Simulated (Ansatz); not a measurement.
# C2H4BN: one species, many methods

One table from this session's results is given with a row withheld; the runs are named, their logs left out.

The runs use Ansatz 0.2.0, Gaussian basis; functionals in def2-TZVPP, the program's frozen cores in correlated methods.

Levels to be run: LDA (SPW92), PBE-D4, revPBE-D4, BLYP-D4, r2SCAN-D4, B97M-V, PBE0-D4, B3LYP-D4, r2SCANh-D4, r2SCAN0-D4, HSE06-D4, BHLYP-D4, CAM-B3LYP-D4, LC-ωPBE, ωB97X-V, ωB97M-V, B2PLYP, PBE-QIDH; CCSD(T)/def2-SVP; CCSD(T)/def2-TZVPP; MP2/def2-QZVPP; extrapolation to the limit; RPA on PBE.

1 further run of the same task is left out (it didn't finish).

### Structure used throughout

All runs share one geometry, relaxed beforehand with PBE0-D4 in a triple-zeta def2 set.

8 atoms, charge 0, spin multiplicity 1.

Atoms are counted from 1 here; the program's logs count them from 0.

Bond lengths: B1–C2 1.523 Å, B1–C4 1.749 Å, B1–H5 1.193 Å, B1–H6 1.193 Å, C2–N3 1.213 Å, C2–C4 1.602 Å, N3–C4 1.606 Å, C4–H7 1.081 Å, C4–H8 1.081 Å. Angles: C2–B1–C4 58.2°, C2–B1–H5 116.1°, C2–B1–H6 116.1°, C4–B1–H5 113.8°, C4–B1–H6 113.8°, H5–B1–H6 122.2°, B1–C2–N3 136.0°, B1–C2–C4 68.0°, N3–C2–C4 68.0°, C2–N3–C4 67.6°, B1–C4–C2 53.8°, B1–C4–N3 98.3°, B1–C4–H7 110.7°, B1–C4–H8 110.7°, C2–C4–N3 44.4°, C2–C4–H7 120.0°, C2–C4–H8 120.0°, N3–C4–H7 107.8° and more.

The first run:

in.yaml reads:

```yaml
crystal:
  periodic: [false, false, false]
  atoms:
    - {symbol: B, position_ang: [-0.741354, 0.553566, -0.339332]}
    - {symbol: C, position_ang: [-0.694064, -0.676222, 0.557028]}
    - {symbol: N, position_ang: [0.172349, -1.401292, 0.997966]}
    - {symbol: C, position_ang: [0.766932, -0.228026, 0.076068]}
    - {symbol: H, position_ang: [-1.084119, 0.368099, -1.466914]}
    - {symbol: H, position_ang: [-0.908936, 1.598377, 0.211670]}
    - {symbol: H, position_ang: [1.368951, 0.413995, 0.704127]}
    - {symbol: H, position_ang: [1.212339, -0.685699, -0.796413]}
basis:
  gaussian: {orbitals: def2-TZVPP}
hamiltonian: {xc: lda}
output: {orbitals: {seedname: orbitals}}
```

Launch:

```sh
$ ansatz run in.yaml --threads 2 --pin off --events-out ev --progress --plain --max-ram 4352MiB
```

Among the steps run: LDA; PBE-D4 (GGA); revPBE-D4 (GGA); BLYP-D4 (GGA); r2SCAN-D4 (meta-GGA); B97M-V (meta-GGA); PBE0-D4 (hybrid); B3LYP-D4 (hybrid); r2SCANh-D4 (hybrid); r2SCAN0-D4 (hybrid); HSE06-D4 (hybrid); BHLYP-D4 (hybrid); CAM-B3LYP-D4 (range-separated); LC-ωPBE (range-separated); ωB97X-V (range-separated); ωB97M-V (range-separated); B2PLYP (double hybrid); PBE-QIDH (double hybrid).

One of the session's tables, all rows but one given; the rest of the session is left out.

It belongs to the step «Orbital energies across the functionals». 

| functional | HOMO (eV) | gap (eV) |
| --- | --- | --- |
| LDA (SPW92) | -7.96 | 6.07 |
| PBE-D4 | -7.82 | 6.13 |
| revPBE-D4 | -7.76 | 6.15 |
| BLYP-D4 | -7.67 | 6.09 |
| r2SCAN-D4 | -8.08 | 6.60 |
| B97M-V | -8.18 | 6.76 |
| PBE0-D4 | -9.07 | 8.47 |
| B3LYP-D4 | -8.83 | 7.97 |
| r2SCANh-D4 | -8.54 | 7.46 |
| r2SCAN0-D4 | -9.23 | 8.76 |
| HSE06-D4 | ? | ? |
| BHLYP-D4 | -10.17 | 10.77 |
| CAM-B3LYP-D4 | -10.41 | 11.02 |
| LC-ωPBE | -11.78 | 13.61 |
| ωB97X-V | -11.40 | 13.16 |
| ωB97M-V | -11.29 | 12.96 |

Q: Estimate the row for HSE06-D4 from the others.

**Answer.** HOMO (eV): -8.67; gap (eV): 7.68. In the column «HOMO (eV)» it lies between B3LYP-D4 (-8.83) and r2SCANh-D4 (-8.54).
